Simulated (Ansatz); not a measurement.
# Al: the cost of one run

Program: Ansatz 0.2 early development. Level of theory: run time, cell relaxation, PBE, PAW. These are calculated values, not measurements.

### 1 The cell

It holds 32 Al; a = 7.452 Å, b = 7.452 Å, c = 7.452 Å, α = 90.00°, β = 90.00°, γ = 90.00°; 12.93 Å³ an atom; space group Fm-3m.

### 2 Running it

input.yaml reads:

```yaml
crystal:
  lattice:
    - [7.452, 0.0, 0.0]
    - [0.0, 7.452, 0.0]
    - [0.0, 0.0, 7.452]
  atoms:
    - { symbol: Al, position: [0.0, 0.0, 0.0] }
    - { symbol: Al, position: [0.0, 0.25, 0.25] }
    - { symbol: Al, position: [0.25, 0.0, 0.25] }
    - { symbol: Al, position: [0.25, 0.25, 0.0] }
    - { symbol: Al, position: [0.0, 0.0, 0.5] }
    - { symbol: Al, position: [0.0, 0.25, 0.75] }
    - { symbol: Al, position: [0.25, 0.0, 0.75] }
    - { symbol: Al, position: [0.25, 0.25, 0.5] }
    - { symbol: Al, position: [0.0, 0.5, 0.0] }
    - { symbol: Al, position: [0.0, 0.75, 0.25] }
    - { symbol: Al, position: [0.25, 0.5, 0.25] }
    - { symbol: Al, position: [0.25, 0.75, 0.0] }
    - { symbol: Al, position: [0.0, 0.5, 0.5] }
    - { symbol: Al, position: [0.0, 0.75, 0.75] }
    - { symbol: Al, position: [0.25, 0.5, 0.75] }
    - { symbol: Al, position: [0.25, 0.75, 0.5] }
    - { symbol: Al, position: [0.5, 0.0, 0.0] }
    - { symbol: Al, position: [0.5, 0.25, 0.25] }
    - { symbol: Al, position: [0.75, 0.0, 0.25] }
    - { symbol: Al, position: [0.75, 0.25, 0.0] }
    - { symbol: Al, position: [0.5, 0.0, 0.5] }
    - { symbol: Al, position: [0.5, 0.25, 0.75] }
    - { symbol: Al, position: [0.75, 0.0, 0.75] }
    - { symbol: Al, position: [0.75, 0.25, 0.5] }
    - { symbol: Al, position: [0.5, 0.5, 0.0] }
    - { symbol: Al, position: [0.5, 0.75, 0.25] }
    - { symbol: Al, position: [0.75, 0.5, 0.25] }
    - { symbol: Al, position: [0.75, 0.75, 0.0] }
    - { symbol: Al, position: [0.5, 0.5, 0.5] }
    - { symbol: Al, position: [0.5, 0.75, 0.75] }
    - { symbol: Al, position: [0.75, 0.5, 0.75] }
    - { symbol: Al, position: [0.75, 0.75, 0.5] }
kpoints:
  mp_grid: { grid: [2, 2, 2] }
hamiltonian:
  xc: pbe
  pseudopotentials: { kind: paw, source: jth }
magnetization:
  spin_polarized: false
scf:
  occupations: { method: fermi_dirac, width: "0.025 eV" }
output:
  forces: true
  stress: true
relax:
  max_steps: 20
  cell: {}
```

On the command line:

```sh
ansatz run input --backend cpu --threads 16 --events-out ev
```

Q: Estimate wall time and peak memory on 16 threads of Arm Neoverse V2 (Grace), shared host.

About 9.2 s, with a peak of 1.7 GiB.
